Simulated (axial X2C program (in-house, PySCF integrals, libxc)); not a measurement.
# YSe⁺: bond curves with and without spin–orbit coupling

What are the state, bond length, wavenumber and bond energy of YSe⁺, and what does spin–orbit coupling change?

The runs use an in-house X2C program for linear molecules on PySCF integrals; all-electron X2C, Y dyall-cv3z, Se dyall-cv3z.

All values are calculated.

### 1 Input

The input, task.json:

```json
{"zs": [39, 34], "q": 1, "bas": ["dyall-cv3z", "dyall-cv3z"], "levels": ["PBE0", "HF", "M06"], "cc": true, "r0": 2.37, "thr": -1.0, "nmax": 90, "npts": 10, "nst": 2, "ntry": 6}
```

Keys: zs atomic numbers; q charge; bas basis sets; levels methods (HF also brings MP2); cc coupled cluster on or off; r0 starting distance in Å; thr threshold in hartree for freezing inner shells (an s shell follows its p shell); nmax most natural virtual spinors; npts points asked for on the curve; nst determinants followed; ntry starts of the search.

Launch:

```bash
$ python so2c.py task.json out
```

Spin-free means the one-electron spin-free X2C Hamiltonian; two-component (2c) means X2C with spin–orbit coupling and atomic mean-field two-electron Coulomb and Gaunt terms. Basis: Y dyall-cv3z contracted to [11s12p9d6f3g], Se dyall-cv3z contracted to [8s9p6d4f1g]; Gaussian nuclei, density fitting. Masses: Y 88.906 u, Se 79.917 u.

Notation: σ, π±, δ± give the projection m of an orbital's angular momentum (0, ±1, ±2), α and β its spin, Λ and M_S the sums; ω is the projection of a spinor's total angular momentum and Ω the sum. Logs are in hartree.

The results follow Hamiltonian by Hamiltonian and level by level.

### 2 Search for the lowest determinant

Determinants are compared with PBE0 at 2.370 Å.

Spin-free determinants:

| ΔE (eV) | state | open shells |
| --- | --- | --- |
| 0.00 | M_S = 0, Λ = 0 | closed shell |
| 1.76 | M_S = 1, Λ = 1 | beyond closed shells: σα, π+α, π+β, π-α |
| 1.79 | M_S = 0, Λ = 1 | beyond closed shells: σβ, π+α, π+β, π-α |
| 2.15 | M_S = 1, Λ = 0 | beyond closed shells: 2 × σα |
| 2.39 | M_S = 1, Λ = 1 | beyond closed shells: π+α, π-α, π-β, δ+α |
| 2.39 | M_S = 1, Λ = 3 | beyond closed shells: π+α, π+β, π-α, δ+α |
| 2.42 | M_S = 0, Λ = 3 | beyond closed shells: π+α, π+β, π-α, δ+β |

Two-component determinants:

```json
{"ΔE (eV)": "0.00", "state": "Ω = 0", "open shells": "closed shell"}
{"ΔE (eV)": "1.66", "state": "Ω = 2", "open shells": "excess of +ω over −ω: ω = 1/2, ω = 3/2"}
{"ΔE (eV)": "1.69", "state": "Ω = 1", "open shells": "excess of +ω over −ω: ω = -1/2, ω = 3/2"}
{"ΔE (eV)": "1.86", "state": "Ω = 1", "open shells": "excess of +ω over −ω: 2 × ω = 1/2"}
{"ΔE (eV)": "2.29", "state": "Ω = 3", "open shells": "excess of +ω over −ω: 2 × ω = 3/2"}
{"ΔE (eV)": "2.32", "state": "Ω = 4", "open shells": "excess of +ω over −ω: ω = 3/2, ω = 5/2"}
{"ΔE (eV)": "2.38", "state": "Ω = 1", "open shells": "excess of +ω over −ω: ω = -3/2, ω = 5/2"}
```

### 3 PBE0, spin-free

State followed: M_S = 0, Λ = 0 (closed shell). The scan is laid around 2.349 Å, a first estimate of the minimum, and this SCF restarts from the orbitals of the search.

Output at 2.349 Å:

```text
spin-free X2C-1e  PBE0
basis functions 263  fitting functions 1325  grid points 5799
iter        total energy     max residual
   1      -5812.794979903     4.82e+00
   2      -5814.141926116     2.54e-01
   3      -5814.199406123     5.02e-02
   4      -5814.201167614     2.09e-02
   5      -5814.201598738     1.87e-02
   6      -5814.203058120     7.35e-03
   7      -5814.203353447     7.23e-03
   8      -5814.203423998     8.72e-04
   9      -5814.203425840     1.22e-04
  10      -5814.203426057     6.59e-05
  11      -5814.203426087     2.19e-05
  12      -5814.203426095     1.44e-05
converged
one-electron -8641.11578564  Coulomb 2726.65257239  exact exchange -48.80415089  xc functional -149.65423211  nuclear repulsion 298.71817015
```

Along the bond, energies from the lowest point:

| R (Å) | E (eV) | μ (D) | HOMO (eV) | LUMO (eV) | iterations |
| --- | --- | --- | --- | --- | --- |
| 2.044 | 1.4797 | -8.23 | -11.60 | -7.47 | 33 |
| 2.138 | 0.6151 | -8.87 | -11.67 | -7.54 | 32 |
| 2.208 | 0.2418 | -9.31 | -11.70 | -7.60 | 30 |
| 2.279 | 0.0501 | -9.71 | -11.55 | -7.67 | 28 |
| 2.349 | 0.0000 | -10.08 | -11.35 | -7.73 | 12 |
| 2.431 | 0.0789 | -10.47 | -11.14 | -7.81 | 26 |
| 2.513 | 0.2671 | -10.83 | -10.96 | -7.88 | 26 |
| 2.619 | 0.6201 | -11.23 | -10.75 | -7.97 | 27 |
| 2.748 | 1.1545 | -11.66 | -10.53 | -8.08 | 30 |
| 2.936 | 2.0174 | -12.14 | -10.29 | -8.21 | 31 |

Dipoles are positive if Se is the positive end and refer to the centre of mass.

Outer orbitals at the reference distance:

```
symmetry  occupied  ε (eV)            atomic character
      σα       yes  -22.08  66% Se s, 11% Y d, 10% Y p
      σα       yes  -11.70   66% Se p, 19% Y d, 8% Y s
     π+α       yes  -11.35   58% Se p, 30% Y d, 5% Y f
     π-α       yes  -11.35   58% Se p, 30% Y d, 5% Y f
      σα        no   -7.73    66% Y s, 24% Y d, 6% Y p
     δ+α        no   -7.00                     99% Y d
     δ-α        no   -7.00                     99% Y d
     π-α        no   -6.38  58% Y d, 24% Y p, 11% Se p
```

PBE0 fields in the half plane through the axis: z from -2.4 to 4.5 Å across, distance from the axis 0.15 to 2.25 Å upwards; Y lies at z = 0 and Se at z = 2.349 Å; the ELF is damped to zero where the density is low.

log10 density (e/bohr³). Ten even steps from ' ' (-4.70 ) to '@' (1.57 ):
```
                ....::::::::::::::::::::......  
    ..............::::----------------::::::..  
  ....::::::::::::------============------::::..
....::::------==========================----::..
..::::----====++++++++==++++++++++++++====--::::
::::----==++++******++++++++++******++++==----::
::::--====++**######**++++****####****++====--::
::----==++**##%%@@%%****++****%%@@%%**++++==--::
```

ELF. Ten even steps from '0' (0.00 ) to '9' (0.86 ):
```
000000000002443221100000
000000000004666543321000
000000000004787766543100
000100010003898888875310
011112466412799889987530
012235899953697435899741
012348942484672352599852
112358764664562927299862
```

Re = 2.343 Å, ωe = 382 cm⁻¹, ωexe = 0.586 cm⁻¹, Be = 0.07298 cm⁻¹, De = 4.68 eV, μ = -10.05 D.

### 4 HF, spin-free

Output at 2.349 Å:

```text
spin-free X2C-1e  HF
basis functions 263  fitting functions 1325  grid points 5799
iter        total energy     max residual
   1      -5810.961646648     3.85e-01
   2      -5810.994089166     1.09e-02
   3      -5810.996113411     5.50e-02
   4      -5810.997453776     2.08e-03
   5      -5810.997477999     5.37e-04
   6      -5810.997483074     4.34e-04
   7      -5810.997483440     4.86e-05
   8      -5810.997483499     4.51e-05
   9      -5810.997483511     1.37e-05
  10      -5810.997483513     2.67e-06
converged
one-electron -8639.89861803  Coulomb 2725.50470484  exact exchange -195.32174047  xc functional 0.00000000  nuclear repulsion 298.71817015
```

Re = 2.356 Å, ωe = 396 cm⁻¹, ωexe = 0.522 cm⁻¹, Be = 0.07215 cm⁻¹, De = 1.98 eV, μ = -12.25 D.

### 5 M06, spin-free

The SCF at the reference distance of 2.349 Å:

```text
spin-free X2C-1e  M06
basis functions 263  fitting functions 1325  grid points 5799
iter        total energy     max residual
   1      -5814.794696999     2.93e-01
   2      -5814.799510793     4.14e-03
   3      -5814.799734437     1.62e-02
   4      -5814.799780563     1.17e-03
   5      -5814.799782895     1.28e-03
   6      -5814.799784030     3.06e-04
   7      -5814.799784082     8.61e-05
   8      -5814.799784093     2.02e-05
   9      -5814.799784093     6.09e-06
converged
one-electron -8641.10311810  Coulomb 2726.66196760  exact exchange -52.71675345  xc functional -146.36005029  nuclear repulsion 298.71817015
```

Re = 2.351 Å, ωe = 376 cm⁻¹, ωexe = 0.57 cm⁻¹, Be = 0.07245 cm⁻¹, De = 4.88 eV, μ = -9.93 D.

### 6 MP2 and beyond, spin-free

Correlated methods: 8 electrons correlated (frozen shells, counted by type: Y 4 s, 3 p, 1 d; Se 3 s, 2 p, 1 d), 326 virtual spinors in MP2, 90 natural virtuals in coupled cluster.

Output of the correlated part at 2.349 Å:

```text
correlated 8  virtual 326  natural virtual 90  E(MP2) -0.201360054  MP2 remainder -0.004053950
iter   CCSD correlation   residual
   1     -0.194115569   1.66e-01
   2     -0.200873789   9.56e-02
   3     -0.203066649   2.21e-02
   4     -0.203148173   6.93e-03
   5     -0.203153083   2.49e-03
   6     -0.203155214   8.85e-04
   7     -0.203152470   3.96e-04
   8     -0.203155704   1.31e-04
   9     -0.203155217   4.48e-05
  10     -0.203155098   1.34e-05
  11     -0.203154987   3.94e-06
  12     -0.203154944   9.73e-07
  13     -0.203154946   3.54e-07
(T) -0.015547089  T1 0.0350  D1 0.0434  max T2 0.068
```

T1 in the output is the amplitude norm over the root of the electron number; divide by √2 for the Lee–Taylor value.

MP2: Re = 2.400 Å, ωe = 355 cm⁻¹, Be = 0.06955 cm⁻¹, De = 4.58 eV.

CCSD: Re = 2.383 Å, ωe = 372 cm⁻¹, ωexe = 0.541 cm⁻¹, Be = 0.07056 cm⁻¹, De = 4.17 eV. T1 at Re = 0.026 (Lee–Taylor, the printed value over √2).

CCSD(T): Re = 2.402 Å, ωe = 353 cm⁻¹, ωexe = 0.627 cm⁻¹, Be = 0.06942 cm⁻¹, De = 4.51 eV. T1 at Re = 0.027 (Lee–Taylor, the printed value over √2).

### 7 A higher determinant, spin-free

State: M_S = 1, Λ = 1 (beyond closed shells: σα, π+α, π+β, π-α).

Output at the reference distance:

```text
spin-free X2C-1e  PBE0
basis functions 263  fitting functions 1325  grid points 5799
iter        total energy     max residual
   1      -5812.700608562     5.04e+00
   2      -5814.071447892     2.71e-01
   3      -5814.131915923     6.92e-02
   4      -5814.135283098     1.64e-02
   5      -5814.135730710     1.13e-02
   6      -5814.135909764     2.70e-03
   7      -5814.135928537     2.95e-03
   8      -5814.135946114     5.94e-04
   9      -5814.135947010     2.35e-04
  10      -5814.135947419     1.51e-04
  11      -5814.135947586     7.30e-05
  12      -5814.135947597     1.62e-05
  13      -5814.135947599     4.72e-06
converged
one-electron -8638.52321097  Coulomb 2724.07030526  exact exchange -48.79994767  xc functional -149.60126437  nuclear repulsion 298.71817015
```

| R (Å) | E above the lowest PBE0 point (eV) |
| --- | --- |
| 2.044 | 4.561 |
| 2.138 | 3.291 |
| 2.208 | 2.627 |
| 2.279 | 2.155 |
| 2.349 | 1.836 |
| 2.431 | 1.618 |
| 2.513 | 1.526 |
| 2.619 | 1.545 |
| 2.748 | 1.711 |

Re = 2.550 Å, ωe = 282.7 cm⁻¹, ωexe = 0.552 cm⁻¹, Be = 0.06161 cm⁻¹, μ = -7.46 D. Te = 1.52 eV.

### 8 The spin-free curves together

Energy (eV) of the followed determinant, spin-free, from each level's lowest point:

| R (Å) | PBE0 | HF | MP2 | CCSD | CCSD(T) | M06 |
| --- | --- | --- | --- | --- | --- | --- |
| 2.044 | 1.480 | 1.724 | 1.940 | n/a | n/a | 1.533 |
| 2.138 | 0.615 | 0.751 | 0.923 | 0.852 | 0.940 | 0.654 |
| 2.208 | 0.242 | 0.317 | 0.446 | 0.389 | 0.457 | 0.269 |
| 2.279 | 0.050 | 0.080 | 0.157 | 0.119 | 0.165 | 0.064 |
| 2.349 | 0.000 | 0.000 | 0.018 | 0.000 | 0.021 | 0.000 |
| 2.431 | 0.079 | 0.062 | 0.000 | 0.011 | 0.000 | 0.064 |
| 2.513 | 0.267 | 0.251 | 0.100 | 0.145 | 0.096 | 0.238 |
| 2.619 | 0.620 | 0.624 | 0.350 | 0.444 | 0.340 | 0.574 |
| 2.748 | 1.155 | 1.207 | 0.782 | n/a | n/a | 1.091 |
| 2.936 | 2.017 | 2.149 | 1.619 | n/a | n/a | 1.930 |

### 9 PBE0, 2c

State followed: Ω = 0 (closed shell). The scan is laid around 2.349 Å, a first estimate of the minimum, and this SCF restarts from the orbitals of the search.

Output at 2.349 Å:

```text
two-component X2C + atomic mean field  PBE0
basis functions 263  fitting functions 1325  grid points 5799
iter        total energy     max residual
   1      -5810.679363415     4.09e+00
   2      -5812.045070034     2.08e-01
   3      -5812.099948534     3.96e-02
   4      -5812.101259395     1.91e-02
   5      -5812.102187929     1.45e-02
   6      -5812.103433350     6.84e-03
   7      -5812.103823459     5.31e-03
   8      -5812.103876868     7.93e-04
   9      -5812.103879256     1.04e-04
  10      -5812.103879460     6.12e-05
  11      -5812.103879494     1.89e-05
  12      -5812.103879502     1.23e-05
converged
one-electron -8635.62781100  Coulomb 2725.53457285  exact exchange -48.78311048  xc functional -149.59002402  nuclear repulsion 298.71817015  atomic mean-field constant -2.35567700
```

Along the bond, energies from the lowest point:

| R (Å) | E (eV) | μ (D) | HOMO (eV) | LUMO (eV) | iterations |
| --- | --- | --- | --- | --- | --- |
| 2.044 | 1.4847 | -8.21 | -11.58 | -7.47 | 34 |
| 2.138 | 0.6185 | -8.85 | -11.65 | -7.54 | 33 |
| 2.208 | 0.2441 | -9.29 | -11.64 | -7.60 | 32 |
| 2.279 | 0.0512 | -9.69 | -11.45 | -7.66 | 31 |
| 2.349 | 0.0000 | -10.06 | -11.26 | -7.73 | 12 |
| 2.431 | 0.0775 | -10.45 | -11.05 | -7.80 | 30 |
| 2.513 | 0.2642 | -10.80 | -10.86 | -7.88 | 44 |
| 2.619 | 0.6149 | -11.20 | -10.65 | -7.97 | 31 |
| 2.748 | 1.1458 | -11.61 | -10.44 | -8.07 | 36 |
| 2.936 | 2.0011 | -12.06 | -10.19 | -8.20 | 37 |

Dipoles are positive if Se is the positive end and refer to the centre of mass.

Outer spinors at the reference distance:

| ω | occupied | ε (eV) | atomic character | λ mixture |
| --- | --- | --- | --- | --- |
| 1/2 | yes | -22.08 | 66% Se s, 11% Y d, 10% Y p | 100% σ |
| 1/2 | yes | -11.75 | 66% Se p, 19% Y d, 7% Y s | 86% σ, 14% π |
| 1/2 | yes | -11.40 | 59% Se p, 28% Y d, 4% Y f | 86% π, 14% σ |
| 3/2 | yes | -11.26 | 57% Se p, 31% Y d, 5% Y f | 100% π |
| 1/2 | no | -7.73 | 66% Y s, 24% Y d, 6% Y p | 100% σ |
| 3/2 | no | -7.03 | 99% Y d | 100% δ |
| 5/2 | no | -6.97 | 99% Y d | 100% δ |
| 1/2 | no | -6.41 | 58% Y d, 24% Y p, 11% Se p | 99% π, 1% σ |

PBE0 fields in the half plane through the axis: z from -2.4 to 4.5 Å across, distance from the axis 0.15 to 2.25 Å upwards; Y lies at z = 0 and Se at z = 2.349 Å; the ELF is damped to zero where the density is low.

log10 density (e/bohr³). Ten even steps from ' ' (-4.70 ) to '@' (1.57 ):
```
                ....::::::::::::::::::::....    
    ..............::::----------------::::::..  
  ....::::::::::::------============------::::..
....::::------==========================----::..
..::::----====++++++++==++++++++++++++====--::::
::::----==++++******++++++++++******++++==----::
::::--====++**######**++++****####****++====--::
::----==++**##%%@@%%****++****%%@@%%**++++==--::
```

ELF. Ten even steps from ' ' (0.00 ) to '@' (0.86 ):
```
                      ::====--::::....          
                      ==******++==----::..      
                      ==##%%####****++==--..    
      ..      ..      --%%@@%%%%%%%%%%##++--..  
  ........::==****==..::##@@@@%%%%@@@@%%##++--  
  ..::::--++%%@@@@@@++--**@@##==--++%%@@@@##==..
  ..::--==%%@@==::==%%==++##::--++::++@@@@%%++::
....::--++%%##**==****==++**::@@::##::@@@@%%**::
```

Re = 2.343 Å, ωe = 381 cm⁻¹, ωexe = 0.591 cm⁻¹, Be = 0.07293 cm⁻¹, De = 4.63 eV, μ = -10.03 D.

### 10 HF, 2c

The SCF at the reference distance of 2.349 Å:

```text
two-component X2C + atomic mean field  HF
basis functions 263  fitting functions 1325  grid points 5799
iter        total energy     max residual
   1      -5808.863186912     3.84e-01
   2      -5808.895598436     1.11e-02
   3      -5808.897614856     5.47e-02
   4      -5808.898950733     2.09e-03
   5      -5808.898975384     5.36e-04
   6      -5808.898980764     4.51e-04
   7      -5808.898981223     5.39e-05
   8      -5808.898981346     7.57e-05
   9      -5808.898981383     3.29e-05
  10      -5808.898981394     5.95e-06
  11      -5808.898981396     5.22e-06
  12      -5808.898981396     2.52e-06
converged
one-electron -8634.41009961  Coulomb 2724.38605768  exact exchange -195.23743261  xc functional 0.00000000  nuclear repulsion 298.71817015  atomic mean-field constant -2.35567700
```

No constants are quoted: the solution changes its character somewhere along the scan, so the fit is set aside.

### 11 M06, 2c

The SCF at the reference distance of 2.349 Å:

```text
two-component X2C + atomic mean field  M06
basis functions 263  fitting functions 1325  grid points 5799
iter        total energy     max residual
   1      -5812.695516344     2.92e-01
   2      -5812.700339908     4.01e-03
   3      -5812.700563969     1.62e-02
   4      -5812.700610083     1.17e-03
   5      -5812.700612428     1.28e-03
   6      -5812.700613569     3.08e-04
   7      -5812.700613621     8.56e-05
   8      -5812.700613632     2.07e-05
   9      -5812.700613633     6.19e-06
converged
one-electron -8635.61626358  Coulomb 2725.54528703  exact exchange -52.69408718  xc functional -146.29804305  nuclear repulsion 298.71817015  atomic mean-field constant -2.35567700
```

Re = 2.352 Å, ωe = 376 cm⁻¹, ωexe = 0.575 cm⁻¹, Be = 0.0724 cm⁻¹, De = 4.73 eV, μ = -9.91 D.

### 12 MP2 and beyond, 2c

Correlated methods: 8 electrons correlated (frozen shells, counted by type: Y 4 s, 3 p, 1 d; Se 3 s, 2 p, 1 d), 326 virtual spinors in MP2, 90 natural virtuals in coupled cluster.

Output of the correlated part at 2.349 Å:

```text
correlated 8  virtual 326  natural virtual 90  E(MP2) -0.201185925  MP2 remainder -0.004053202
iter   CCSD correlation   residual
   1     -0.194068730   1.66e-01
   2     -0.200789853   9.47e-02
   3     -0.202983161   2.21e-02
   4     -0.203064421   6.95e-03
   5     -0.203069986   2.52e-03
   6     -0.203072364   9.07e-04
   7     -0.203069795   4.10e-04
   8     -0.203073191   1.36e-04
   9     -0.203072670   4.71e-05
  10     -0.203072578   1.52e-05
  11     -0.203072442   5.59e-06
  12     -0.203072392   2.32e-06
  13     -0.203072402   1.14e-06
(T) -0.015500876  T1 0.0349  D1 0.0454  max T2 0.068
```

MP2: No constants are quoted: the reference changes its character somewhere along the scan, so the fit is set aside.

CCSD: No constants are quoted: the reference changes its character somewhere along the scan, so the fit is set aside.

CCSD(T): No constants are quoted: the reference changes its character somewhere along the scan, so the fit is set aside.

### 13 A higher determinant, 2c

State: Ω = 2 (excess of +ω over −ω: ω = 1/2, ω = 3/2).

Output at the reference distance:

```text
two-component X2C + atomic mean field  PBE0
basis functions 263  fitting functions 1325  grid points 5799
iter        total energy     max residual
   1      -5810.588112282     4.27e+00
   2      -5811.978143272     2.22e-01
   3      -5812.036180317     5.24e-02
   4      -5812.039228584     1.37e-02
   5      -5812.039737204     8.96e-03
   6      -5812.039887387     2.10e-03
   7      -5812.039909200     2.45e-03
   8      -5812.039924942     5.00e-04
   9      -5812.039925907     1.80e-04
  10      -5812.039926307     1.18e-04
  11      -5812.039926489     6.39e-05
  12      -5812.039926499     1.67e-05
  13      -5812.039926502     4.46e-06
converged
one-electron -8633.07621325  Coulomb 2722.99053208  exact exchange -48.77903933  xc functional -149.53769915  nuclear repulsion 298.71817015  atomic mean-field constant -2.35567700
```

| R (Å) | E above the lowest PBE0 point (eV) |
| --- | --- |
| 2.044 | 4.460 |
| 2.138 | 3.193 |
| 2.208 | 2.529 |
| 2.279 | 2.058 |
| 2.349 | 1.740 |
| 2.431 | 1.522 |
| 2.513 | 1.430 |
| 2.619 | 1.449 |
| 2.748 | 1.614 |

Re = 2.550 Å, ωe = 282.2 cm⁻¹, ωexe = 0.554 cm⁻¹, Be = 0.06161 cm⁻¹, μ = -7.46 D. Te = 1.42 eV.

### 14 The 2c curves together

Energy (eV) of the followed determinant, 2c, from each level's lowest point:

| R (Å) | PBE0 | HF (jumps) | MP2 (its reference jumps) | CCSD (its reference jumps) | CCSD(T) (its reference jumps) | M06 |
| --- | --- | --- | --- | --- | --- | --- |
| 2.044 | 1.485 | 1.730 | 1.944 | n/a | n/a | 1.538 |
| 2.138 | 0.619 | 0.755 | 0.926 | 0.856 | 0.944 | 0.658 |
| 2.208 | 0.244 | 0.319 | 0.448 | 0.392 | 0.460 | 0.271 |
| 2.279 | 0.051 | 0.081 | 0.158 | 0.120 | 0.166 | 0.065 |
| 2.349 | 0.000 | 0.000 | 0.018 | 0.000 | 0.022 | 0.000 |
| 2.431 | 0.077 | 0.060 | 0.000 | 0.010 | 0.000 | 0.062 |
| 2.513 | 0.264 | 0.246 | 0.099 | 0.141 | 0.095 | 0.234 |
| 2.619 | 0.615 | 0.617 | 0.350 | 0.437 | 0.339 | 0.568 |
| 2.748 | 1.146 | 1.192 | 0.783 | n/a | n/a | 1.081 |
| 2.936 | 2.001 | 2.099 | 1.820 | n/a | n/a | 1.911 |

The whole job took 4.5 min on 1 thread of Arm Neoverse V1, shared host; peak memory 0.66 GiB.

### 15 Constants

Lowest determinant that the search found at its distance, spin-free: M_S = 0, Λ = 0 (closed shell).

Lowest determinant that the search found at its distance, 2c: Ω = 0 (closed shell).

```tsv
Hamiltonian	level	Re (Å)	ωe (cm⁻¹)	De (eV)	μ (D)
spin-free	PBE0	2.343	382	4.68	-10.05
spin-free	HF	2.356	396	1.98	-12.25
spin-free	MP2	2.400	355	4.58	n/a
spin-free	CCSD	2.383	372	4.17	n/a
spin-free	CCSD(T)	2.402	353	4.51	n/a
spin-free	M06	2.351	376	4.88	-9.93
2c	PBE0	2.343	381	4.63	-10.03
2c	M06	2.352	376	4.73	-9.91
```

Dipoles are positive if Se is the positive end and refer to the centre of mass. No constants: 2c HF (the solution changes its character somewhere along the scan, so the fit is set aside); 2c MP2 (the reference changes its character somewhere along the scan, so the fit is set aside); 2c CCSD (the reference changes its character somewhere along the scan, so the fit is set aside); 2c CCSD(T) (the reference changes its character somewhere along the scan, so the fit is set aside).

Time per point (s) on 1 thread of Arm Neoverse V1, shared host (2c runs); the times are rough: PBE0 2.2, M06 3.1.

What this shows: At PBE0, going from spin-free to two-component changes Re by +1 mÅ, ωe by -0.2 %; the spin-free picture holds up (part of it comes from the scalar share of the two-electron terms). It costs about 1.7 times the time. De moves by -0.06 eV; both De rest on single-determinant atoms, which can miss part of an open shell's spin–orbit lowering.

De refers to Y+ + Se, each in the lowest determinant found, which need not be this curve's own limit. Each curve is one determinant whose occupation by symmetry is held fixed; it was picked as the lowest of a PBE0 search that is not exhaustive. The closed shell is kept restricted; where the fragments are open shells, the energy then runs too high at long range. De is counted from the lowest determinant-based energies of the atoms at the same level, without counterpoise correction. CCSD and (T) use frozen natural virtuals with an MP2 correction for the truncation. The meta-GGAs lack a current-density term, which matters for open shells with orbital currents, atoms included. With the outer-core shells frozen, correlated bond lengths of heavy atoms tend to come out a few hundredths of an ångström too long. T1 at Re is 0.027 (Lee–Taylor), above the customary mark of 0.02.
